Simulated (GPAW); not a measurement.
HfGe:

```
Hf Ge
1.0
     3.93351    0.00000    0.00000
    -1.96675    3.40652    0.00000
     0.00000    0.00000    3.50962
Hf Ge
1 1
Direct
  0.00000 0.00000 0.50000
  0.33333 0.66667 0.50000
```

The cell was built by a generator and needn't be a form met in nature.

Base run:

| Property | Result |
| --- | --- |
| Program | GPAW 26.7.0 |
| Functional | LDA |
| Potentials or basis | the program's PAW data sets (release 1.2.1) made for this functional |
| Cutoff | 600 eV |
| Basis | pw |
| k mesh | 8 × 8 × 8 |
| Occupations | fermi-dirac, width 0.05 eV |
| Spin | no spin polarisation |
| Hubbard terms | Hf d U = 3 eV |

Its results: band gap on the k mesh none (metal or under the smearing width); pressure 36.1 GPa.

Problem. After a change of settings the same cell gave: band gap on the k mesh none (metal or under the smearing width); pressure 34.3 GPa. Which change was it?
A. hubbard terms from Hf d U = 3 eV to none
B. hubbard terms from Hf d U = 3 eV to Hf d U = 2 eV
C. hubbard terms from Hf d U = 3 eV to Hf d U = 4 eV

Solution. B.

Caveats: a pressure of tens of GPa on the cell as given is suspect, and the run, the potentials or the cell itself is likely at fault; U without spin polarisation on a metal has little footing; the U is typed as a test and isn't derived for this compound.
